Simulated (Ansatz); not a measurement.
I need a geometry optimisation of C2H9FSi2, SMILES C[SiH2]C(F)[SiH3]. Use Ansatz 0.2.0 through its Python package. Use: B3LYP, def2-SVP basis, multiplicity 1.

```xyz
14

C    -1.5233    1.7022   -0.2868
Si   -0.1001    0.8073    0.3238
C     0.0172   -0.8361   -0.5051
F    -1.0248   -1.5342   -0.2851
Si    1.4738   -1.7243    0.2545
H    -1.6423    2.7448    0.1777
H    -2.4717    1.2066   -0.0853
H    -1.4714    1.9201   -1.3865
H    -0.2055    0.7081    1.8454
H     1.1161    1.6319    0.0729
H     0.1629   -0.7363   -1.5521
H     1.3332   -1.9096    1.7548
H     2.6994   -0.9616    0.0255
H     1.6235   -3.0481   -0.3249
```

The script, `opt.py`:
```python
'''Relax the C2H9FSi2 molecule.'''

import itertools

import ansatz as az
from ase.data import atomic_numbers, covalent_radii
import numpy as np

BASIS = 'def2-SVP'
FUNCTIONAL = 'b3lyp'


def main() -> None:
    geometry_ang = [
        ('C', (-1.5233, 1.7022, -0.2868)),
        ('Si', (-0.1001, 0.8073, 0.3238)),
        ('C', (0.0172, -0.8361, -0.5051)),
        ('F', (-1.0248, -1.5342, -0.2851)),
        ('Si', (1.4738, -1.7243, 0.2545)),
        ('H', (-1.6423, 2.7448, 0.1777)),
        ('H', (-2.4717, 1.2066, -0.0853)),
        ('H', (-1.4714, 1.9201, -1.3865)),
        ('H', (-0.2055, 0.7081, 1.8454)),
        ('H', (1.1161, 1.6319, 0.0729)),
        ('H', (0.1629, -0.7363, -1.5521)),
        ('H', (1.3332, -1.9096, 1.7548)),
        ('H', (2.6994, -0.9616, 0.0255)),
        ('H', (1.6235, -3.0481, -0.3249)),
    ]
    mol = az.Crystal.molecule()
    for symbol, xyz in geometry_ang:
        mol = mol.atom(symbol, xyz)

    job = mol.calculation()
    job = job.basis(gaussian=BASIS).functional(FUNCTIONAL)
    symbols = [site.symbol for site in mol.cartesian_sites]
    start = np.array([site.position_ang for site in mol.cartesian_sites], dtype=float)
    def progress(event):
        if event['event'] == 'relax_step':
            row = event['data']
            print(f'step {row["step"]:3d}  E = {row["lagrangian_ev"]:.6f} eV  largest force component {row["allowed_force_max_ev_ang"]:.4f} eV/A')


    summary = job.relax(force_tolerance=0.01, max_steps=100).session().plan().execute(on_event=progress).report
    end = np.array(summary['positions_ang'])

    print('reference energy %16.6f eV' % summary['reference_energy_ev'])
    print('total energy     %16.6f eV' % summary['free_energy_ev'])
    print('occupied orbitals outside the frozen core (up, down):', summary['n_occupied'], ' frozen:', summary['n_frozen'], ' virtual:', summary['n_virtual'])

    # pairs closer than 1.2 times the sum of covalent radii, before or after
    radius = [covalent_radii[atomic_numbers[s]] for s in symbols]
    span = lambda where, i, j: np.linalg.norm(where[i] - where[j])
    bonded = [(i, j) for i, j in itertools.combinations(range(len(symbols)), 2) if min(span(start, i, j), span(end, i, j)) < 1.2 * (radius[i] + radius[j])]
    print('pair        before    after (A)')
    for i, j in bonded:
        print(f'{symbols[i]}{i}-{symbols[j]}{j}'.ljust(10), f'{span(start, i, j):8.4f} {span(end, i, j):8.4f}')
    for first, second in list(itertools.combinations(bonded, 2)):
        shared = set(first) & set(second)
        if shared and symbols[(j := shared.pop())] != 'H':
            i, k = sorted((set(first) | set(second)) - {j})
            u, v = end[i] - end[j], end[k] - end[j]
            angle = np.degrees(np.arccos(np.clip(u @ v / np.linalg.norm(u) / np.linalg.norm(v), -1, 1)))
            print(f'final angle {symbols[i]}{i}-{symbols[j]}{j}-{symbols[k]}{k}: {angle:.2f} deg')
    with open('c2h9fsi2_opt.xyz', 'w') as handle:
        handle.write(f'{len(symbols)}\nrelaxed C2H9FSi2\n')
        handle.writelines(f'{s:2s} {x:11.6f} {y:11.6f} {z:11.6f}\n' for s, (x, y, z) in zip(symbols, end))


if __name__ == '__main__':
    main()
```

```console
$ python opt.py
step   1  E = -20684.319748 eV  largest force component 5.7445 eV/A
step   2  E = -20685.018710 eV  largest force component 1.8569 eV/A
step   3  E = -20685.139022 eV  largest force component 0.5837 eV/A
step   4  E = -20685.150770 eV  largest force component 0.1714 eV/A
step   5  E = -20685.154817 eV  largest force component 0.0824 eV/A
step   6  E = -20685.156590 eV  largest force component 0.0349 eV/A
step   7  E = -20685.156912 eV  largest force component 0.0242 eV/A
step   8  E = -20685.157007 eV  largest force component 0.0071 eV/A
reference energy    -20685.157302 eV
total energy        -20685.157302 eV
occupied orbitals outside the frozen core (up, down): [29, 29]  frozen: 0  virtual: [94, 94]
pair        before    after (A)
C0-Si1       1.7886   1.8819
C0-H5        1.1476   1.1017
C0-H6        1.0889   1.1014
C0-H7        1.1223   1.1019
Si1-C2       1.8443   1.9122
Si1-H8       1.5285   1.4924
Si1-H9       1.4907   1.4951
C2-F3        1.2734   1.4194
C2-Si4       1.8675   1.9073
C2-H10       1.0618   1.1077
Si4-H11      1.5182   1.4896
Si4-H12      1.4616   1.4932
Si4-H13      1.4528   1.4904
final angle Si1-C0-H5: 111.31 deg
final angle Si1-C0-H6: 109.62 deg
final angle Si1-C0-H7: 111.18 deg
final angle C0-Si1-C2: 109.40 deg
final angle C0-Si1-H8: 110.43 deg
final angle C0-Si1-H9: 111.68 deg
final angle H5-C0-H6: 108.37 deg
final angle H5-C0-H7: 108.15 deg
final angle H6-C0-H7: 108.11 deg
final angle C2-Si1-H8: 108.51 deg
final angle C2-Si1-H9: 108.11 deg
final angle Si1-C2-F3: 106.71 deg
final angle Si1-C2-Si4: 117.88 deg
final angle Si1-C2-H10: 108.61 deg
final angle H8-Si1-H9: 108.64 deg
final angle F3-C2-Si4: 107.39 deg
final angle F3-C2-H10: 107.47 deg
final angle Si4-C2-H10: 108.34 deg
final angle C2-Si4-H11: 109.90 deg
final angle C2-Si4-H12: 109.17 deg
final angle C2-Si4-H13: 109.57 deg
final angle H11-Si4-H12: 109.48 deg
final angle H11-Si4-H13: 109.18 deg
final angle H12-Si4-H13: 109.52 deg
```

`c2h9fsi2_opt.xyz`, as written:
```text
14
relaxed C2H9FSi2
C    -1.637949    1.770943   -0.331742
Si   -0.083567    0.973876    0.368296
C     0.140770   -0.762801   -0.399997
F    -1.076256   -1.462353   -0.190082
Si    1.550953   -1.858851    0.269332
H    -1.861459    2.724018    0.173590
H    -2.495663    1.094305   -0.191822
H    -1.531744    1.970802   -1.410102
H    -0.195620    0.825960    1.849089
H     1.137367    1.779750    0.059603
H     0.275468   -0.650754   -1.493782
H     1.387760   -2.055054    1.736921
H     2.859917   -1.193461   -0.001660
H     1.517024   -3.185580   -0.408846
```

Notes:
- Total energies depend on the basis set; only differences at equal settings carry meaning.
- The end point is the stationary point reached from this start; no frequency run checks that it is a minimum, and the basis set is modest.
- b3lyp holds the VWN-RPA fit, as in Gaussian; the form of ORCA and Turbomole is b3lyp5.
- Run time: 64 s on 1 thread of Arm Neoverse V1, with other jobs on the host, peak memory 0.37 GiB.
